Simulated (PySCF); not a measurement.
# Pm³⁰⁺, Sm³¹⁺: ionisation energies with spin-orbit coupling

Each state of these ions is computed at each level; their differences give the ionisation energy. How far do the methods differ?

Program: PySCF 2.14.0. Level of theory: two-component X2C-1e, generalised determinants. These are calculated values, not measurements, unless marked.

### 1 The atom as given

```
Elements                                  : promethium (Z = 61), samarium (Z = 62)
Basis                                     : one for each species, given in its step
Hamiltonian                               : two-component X2C-1e, Gaussian nucleus, no Breit or QED terms; spin-orbit coupling, run by run: off; screened by Boettger's factors
Core shells frozen in the correlated runs : [Ne] (for Pm³⁰⁺)
State 1                                   : Pm³⁰⁺: [Ar] 3d10 4s2 4p1; 4p1/2 filled at m_j = +1/2
State 2                                   : Sm³¹⁺: [Ar] 3d10 4s2 4p1; 4p1/2 filled at m_j = +1/2
Needed too, but not shown                 : Pm³¹⁺ [Ar] 3d10 4s2 (1S), Sm³²⁺ [Ar] 3d10 4s2 (1S)
Methods                                   : GHF, GMP2
```

Outer shells as boxes (Hund's rule):

Pm30+ [Ar] 3d10 4s2 4p1
```
[Ar] core
3d [↑↓][↑↓][↑↓][↑↓][↑↓]
4s [↑↓]
4p [↑ ][  ][  ]
```

Sm31+ [Ar] 3d10 4s2 4p1
```
[Ar] core
3d [↑↓][↑↓][↑↓][↑↓][↑↓]
4s [↑↓]
4p [↑ ][  ][  ]
```

All steps ran in one process of a driver on top of PySCF, which takes the settings above as its task.

The integrals over 124 functions and the set-up took 0.79 s of CPU time.

### 2 Pm³⁰⁺

Basis: an uncontracted even-tempered set (17 s from 2.8 bohr⁻², ratio 2.8; 13 p from 3.6 bohr⁻², ratio 2.8; 8 d from 6.4 bohr⁻², ratio 2.8; 4 f from 16 bohr⁻², ratio 3).

#### GHF (spin-free)

What it wrote:

```text
cycle= 1 E= -9541.2901492323  delta_E= -9.54e+03  |FDS-SDF|= 0.0308
cycle= 2 E= -9541.2990761444  delta_E= -0.00893  |FDS-SDF|= 0.00462
cycle= 3 E= -9541.2993785267  delta_E= -0.000302  |FDS-SDF|= 0.000952
cycle= 4 E= -9541.2994143761  delta_E= -3.58e-05  |FDS-SDF|= 0.000458
cycle= 5 E= -9541.2994499985  delta_E= -3.56e-05  |FDS-SDF|= 0.000442
cycle= 6 E= -9541.2995784022  delta_E= -0.000128  |FDS-SDF|= 0.000429
cycle= 7 E= -9541.3009389521  delta_E= -0.00136  |FDS-SDF|= 0.00442
cycle= 8 E= -9541.3008249857  delta_E= 0.000114  |FDS-SDF|= 0.00622
cycle= 9 E= -9541.3005967276  delta_E= 0.000228  |FDS-SDF|= 0.0084
cycle= 10 E= -9541.3005319662  delta_E= 6.48e-05  |FDS-SDF|= 0.00888
cycle= 11 E= -9541.3010716304  delta_E= -0.00054  |FDS-SDF|= 0.00307
cycle= 12 E= -9541.3011465144  delta_E= -7.49e-05  |FDS-SDF|= 0.000353
cycle= 13 E= -9541.3011476394  delta_E= -1.13e-06  |FDS-SDF|= 5.46e-05
cycle= 14 E= -9541.3011476643  delta_E= -2.49e-08  |FDS-SDF|= 2.04e-06
cycle= 15 E= -9541.3011476644  delta_E= -3.82e-11  |FDS-SDF|= 4.23e-08
```

It used 15 s of CPU time after the integrals (shared host).

Occupied spinors (without spin-orbit coupling the j labels only name the start):

```csv
spinor shell,electrons,mean energy (eV),weight of the nominal j,rms radius (bohr)
1s1/2,2,-46516.4,1.000,0.0264
2s1/2,2,-8583.5,1.000,0.107
2p1/2,2,-7779.3,0.729,0.0958
2p3/2,4,-7777.7,0.865,0.0959
3s1/2,2,-2710.1,1.000,0.274
3p1/2,2,-2451.1,0.742,0.273
3p3/2,4,-2448.7,0.871,0.274
3d3/2,4,-2103.7,0.790,0.249
3d5/2,6,-2102.8,0.860,0.249
4s1/2,2,-1213.9,0.999,0.587
4p1/2,1,-1130.7,0.886,0.596
```

M_J = 1/2, ⟨J²⟩ = 1.095, ⟨L²⟩ = 2.007, ⟨S²⟩ = 0.752.

#### GMP2 (spin-free)

The driver printed no log here.

It used 5.3 s of CPU time after the integrals (shared host).

With 21 electrons correlated and 74 very high virtual spinors dropped, the MP2 correlation energy is -0.84061 hartree. Largest pairs: 3d3/2-3d5/2 -0.1958, 3d5/2-3d5/2 -0.1256, 3d5/2-3p3/2 -0.0624, 3d3/2-3d3/2 -0.0507, 3d3/2-3p3/2 -0.0450.

#### GHF (screened spin-orbit)

What it wrote:

```text
cycle= 1 E= -9547.3561058082  delta_E= -9.55e+03  |FDS-SDF|= 0.189
cycle= 2 E= -9547.3709597802  delta_E= -0.0149  |FDS-SDF|= 0.00632
cycle= 3 E= -9547.3712917064  delta_E= -0.000332  |FDS-SDF|= 0.000721
cycle= 4 E= -9547.3713080312  delta_E= -1.63e-05  |FDS-SDF|= 0.000164
cycle= 5 E= -9547.3713097068  delta_E= -1.68e-06  |FDS-SDF|= 7.37e-05
cycle= 6 E= -9547.3713101719  delta_E= -4.65e-07  |FDS-SDF|= 1.53e-05
cycle= 7 E= -9547.3713101909  delta_E= -1.91e-08  |FDS-SDF|= 2.48e-07
cycle= 8 E= -9547.3713101909  delta_E= -3.64e-12  |FDS-SDF|= 8.79e-09
```

CPU time 8.9 s on a shared host, the integrals not counted.

The outer occupied spinors:

```csv
spinor shell,electrons,mean energy (eV),weight of the nominal j,rms radius (bohr)
2p3/2,4,-7605.3,1.000,0.0978
3s1/2,2,-2708.6,1.000,0.274
3p1/2,2,-2533.8,1.000,0.265
3p3/2,4,-2411.2,1.000,0.277
3d3/2,4,-2117.8,1.000,0.247
3d5/2,6,-2091.3,1.000,0.251
4s1/2,2,-1213.3,1.000,0.587
4p1/2,1,-1155.0,1.000,0.583
```

M_J = 1/2, ⟨J²⟩ = 0.752, ⟨L²⟩ = 2.029, ⟨S²⟩ = 0.775.

#### GMP2 (screened spin-orbit)

The driver printed no log here.

CPU time 3.4 s on a shared host, the integrals not counted.

With 21 electrons correlated and 74 very high virtual spinors dropped, the MP2 correlation energy is -0.84165 hartree. Largest pairs: 3d3/2-3d5/2 -0.1851, 3d5/2-3d5/2 -0.1310, 3d5/2-3p3/2 -0.0645, 3d3/2-3d3/2 -0.0559, 3d5/2-4s1/2 -0.0445.

### 3 Sm³¹⁺, method by method

Basis: an even-tempered Gaussian basis (17 s from 2.9 bohr⁻², ratio 2.8; 13 p from 3.8 bohr⁻², ratio 2.8; 8 d from 6.8 bohr⁻², ratio 2.8; 4 f from 17 bohr⁻², ratio 3).

#### GHF (spin-free)

What it wrote:

```text
cycle= 1 E= -9905.6818814237  delta_E= -9.91e+03  |FDS-SDF|= 0.0318
cycle= 2 E= -9905.6908059184  delta_E= -0.00892  |FDS-SDF|= 0.00468
cycle= 3 E= -9905.6910994550  delta_E= -0.000294  |FDS-SDF|= 0.000946
cycle= 4 E= -9905.6911345361  delta_E= -3.51e-05  |FDS-SDF|= 0.000455
cycle= 5 E= -9905.6911692137  delta_E= -3.47e-05  |FDS-SDF|= 0.000439
cycle= 6 E= -9905.6912930493  delta_E= -0.000124  |FDS-SDF|= 0.000428
cycle= 7 E= -9905.6926591651  delta_E= -0.00137  |FDS-SDF|= 0.00458
cycle= 8 E= -9905.6925423810  delta_E= 0.000117  |FDS-SDF|= 0.00645
cycle= 9 E= -9905.6923126035  delta_E= 0.00023  |FDS-SDF|= 0.0087
cycle= 10 E= -9905.6922478667  delta_E= 6.47e-05  |FDS-SDF|= 0.0092
cycle= 11 E= -9905.6927965903  delta_E= -0.000549  |FDS-SDF|= 0.00311
cycle= 12 E= -9905.6928688655  delta_E= -7.23e-05  |FDS-SDF|= 0.000386
cycle= 13 E= -9905.6928701223  delta_E= -1.26e-06  |FDS-SDF|= 5.88e-05
cycle= 14 E= -9905.6928701495  delta_E= -2.72e-08  |FDS-SDF|= 1.71e-06
cycle= 15 E= -9905.6928701495  delta_E= -2.36e-11  |FDS-SDF|= 3.92e-08
```

It used 15 s of CPU time after the integrals (shared host).

Occupied spinors (without spin-orbit coupling the j labels only name the start):

| spinor shell | electrons | mean energy (eV) | weight of the nominal j | rms radius (bohr) |
| --- | --- | --- | --- | --- |
| 1s1/2 | 2 | -48242.1 | 1.000 | 0.0259 |
| 2s1/2 | 2 | -8960.0 | 1.000 | 0.105 |
| 2p1/2 | 2 | -8115.2 | 0.729 | 0.0940 |
| 2p3/2 | 4 | -8113.5 | 0.864 | 0.0940 |
| 3s1/2 | 2 | -2850.3 | 1.000 | 0.268 |
| 3p1/2 | 2 | -2579.4 | 0.742 | 0.268 |
| 3p3/2 | 4 | -2576.9 | 0.871 | 0.268 |
| 3d3/2 | 4 | -2220.7 | 0.790 | 0.244 |
| 3d5/2 | 6 | -2219.8 | 0.860 | 0.244 |
| 4s1/2 | 2 | -1283.4 | 0.999 | 0.573 |
| 4p1/2 | 1 | -1196.2 | 0.886 | 0.581 |

M_J = 1/2, ⟨J²⟩ = 1.095, ⟨L²⟩ = 2.006, ⟨S²⟩ = 0.752.

#### GMP2 (spin-free)

This step left no log, only its results.

It used 5.3 s of CPU time after the integrals (shared host).

With 21 electrons correlated and 74 very high virtual spinors dropped, the MP2 correlation energy is -0.84210 hartree. Largest pairs: 3d3/2-3d5/2 -0.1958, 3d5/2-3d5/2 -0.1257, 3d5/2-3p3/2 -0.0624, 3d3/2-3d3/2 -0.0507, 3d3/2-3p3/2 -0.0450.

#### GHF (screened spin-orbit)

What it wrote:

```text
cycle= 1 E= -9912.4063411490  delta_E= -9.91e+03  |FDS-SDF|= 0.2
cycle= 2 E= -9912.4215742529  delta_E= -0.0152  |FDS-SDF|= 0.00649
cycle= 3 E= -9912.4218988197  delta_E= -0.000325  |FDS-SDF|= 0.000722
cycle= 4 E= -9912.4219140013  delta_E= -1.52e-05  |FDS-SDF|= 0.00016
cycle= 5 E= -9912.4219154152  delta_E= -1.41e-06  |FDS-SDF|= 7e-05
cycle= 6 E= -9912.4219158027  delta_E= -3.87e-07  |FDS-SDF|= 1.47e-05
cycle= 7 E= -9912.4219158192  delta_E= -1.65e-08  |FDS-SDF|= 2.15e-07
cycle= 8 E= -9912.4219158192  delta_E= 0  |FDS-SDF|= 7.5e-09
```

CPU time 8.8 s on a shared host, the integrals not counted.

The outer occupied spinors:

```
spinor shell  electrons  mean energy (eV)  weight of the nominal j  rms radius (bohr)
       2p3/2          4           -7928.7                    1.000             0.0960
       3s1/2          2           -2848.6                    1.000              0.268
       3p1/2          2           -2669.1                    1.000              0.259
       3p3/2          4           -2536.4                    1.000              0.272
       3d3/2          4           -2236.1                    1.000              0.242
       3d5/2          6           -2207.4                    1.000              0.245
       4s1/2          2           -1282.8                    1.000              0.573
       4p1/2          1           -1222.8                    1.000              0.569
```

M_J = 1/2, ⟨J²⟩ = 0.752, ⟨L²⟩ = 2.030, ⟨S²⟩ = 0.776.

#### GMP2 (screened spin-orbit)

No log was kept for this step.

CPU time 3.4 s on a shared host, the integrals not counted.

With 21 electrons correlated and 74 very high virtual spinors dropped, the MP2 correlation energy is -0.84309 hartree. Largest pairs: 3d3/2-3d5/2 -0.1852, 3d5/2-3d5/2 -0.1311, 3d5/2-3p3/2 -0.0645, 3d3/2-3d3/2 -0.0559, 3d5/2-4s1/2 -0.0449.

### 4 The energy differences

Ionisation energy: Pm³⁰⁺ [Ar] 3d10 4s2 4p1 [4p1/2^1, M_J = 1/2] → Pm³¹⁺ [Ar] 3d10 4s2.

| method | value (eV) | less the reference (eV) |
| --- | --- | --- |
| GHF (spin-free) | 1130.2 | -27.8 |
| GMP2 (spin-free) | 1131.0 | -27.0 |
| GHF (screened spin-orbit) | 1154.5 | -3.5 |
| GMP2 (screened spin-orbit) | 1155.3 | -2.7 |

Reference: 1158 ± 4 eV (theoretical estimate listed by NIST; NIST Atomic Spectra Database, ionization energies). For this ion Breit and QED terms and the two-electron picture change, all absent here, are large against electron correlation. The spin-free rows have the spin-orbit operator switched off.

Ionisation energy: Sm³¹⁺ [Ar] 3d10 4s2 4p1 [4p1/2^1, M_J = 1/2] → Sm³²⁺ [Ar] 3d10 4s2.

```csv
method,value (eV),less the reference (eV)
GHF (spin-free),1195.7,-30.3
GMP2 (spin-free),1196.5,-29.5
GHF (screened spin-orbit),1222.3,-3.7
GMP2 (screened spin-orbit),1223.0,-3.0
```

Reference: 1226 ± 4 eV (theoretical estimate listed by NIST; NIST Atomic Spectra Database, ionization energies). For this ion Breit and QED terms and the two-electron picture change, all absent here, are large against electron correlation. The spin-free rows have the spin-orbit operator switched off.

The differences also use runs on Pm³¹⁺ [Ar] 3d10 4s2 (1S), Sm³²⁺ [Ar] 3d10 4s2 (1S), which are not shown here.

### 5 What came out

| quantity | value |
| --- | --- |
| ionisation energy, Pm³⁰⁺ | GHF (spin-free) 1130.2, GMP2 (screened spin-orbit) 1155.3 eV; reference 1158 ± 4 |
| ionisation energy, Sm³¹⁺ | GHF (spin-free) 1195.7, GMP2 (screened spin-orbit) 1223.0 eV; reference 1226 ± 4 |

**Reading.** For the first difference the methods span 25.082 eV, from GHF (spin-free) (1130.2) to GMP2 (screened spin-orbit) (1155.3). The reference is uncertain or not like for like (spin-orbit coupling or other relativistic terms), so no ranking of close methods is drawn. Spin-orbit coupling moves the first difference by +24.303 eV at GMP2. The basis is finite, and no extrapolation was made.
